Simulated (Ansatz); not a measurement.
Crystal: Te4Pt3.

```
CELL_PARAMETERS angstrom
1.99400 1.15124 11.79667
-1.99400 1.15124 11.79667
0.00000 -2.30247 11.79667
ATOMIC_POSITIONS crystal
Pt 0.85400 0.85400 0.85400
Pt 0.14600 0.14600 0.14600
Pt 0.00000 0.00000 0.00000
Te 0.70500 0.70500 0.70500
Te 0.29500 0.29500 0.29500
Te 0.55700 0.55700 0.55700
Te 0.44300 0.44300 0.44300
```

Base run:

- Program: Ansatz 0.2.0
- Functional: PBEsol
- Potentials or basis: JTH PAW
- Cutoff: 750 eV
- Density cutoff: 3000 eV
- k mesh: 8 × 8 × 8
- Occupations: fermi-dirac, width 0.05 eV
- Spin: no spin polarisation

Its results: band gap on the k mesh none (metal or under the smearing width); pressure 0.2 GPa; largest force 0.409 eV/Å.

After a change of settings the same cell gave: band gap on the k mesh none (metal or under the smearing width); pressure -1.3 GPa; largest force 0.652 eV/Å. Which change was it?
A. functional from PBEsol to LDA; potentials or basis from JTH PAW to Ansatz PAW; cutoff from 750 eV to 420 eV; density cutoff from 3000 eV to 1680 eV; valence electrons from 54 to 118
B. potentials or basis from JTH PAW to PseudoDojo stringent (PBEsol files); cutoff from 750 eV to 1388 eV; density cutoff from 3000 eV to 5551 eV; valence electrons from 54 to 150
C. functional from PBEsol to r2SCAN; potentials or basis from JTH PAW to Ansatz PAW; cutoff from 750 eV to 500 eV; density cutoff from 3000 eV to 2000 eV; valence electrons from 54 to 118

B.

Not every run made on this cell is shown here.
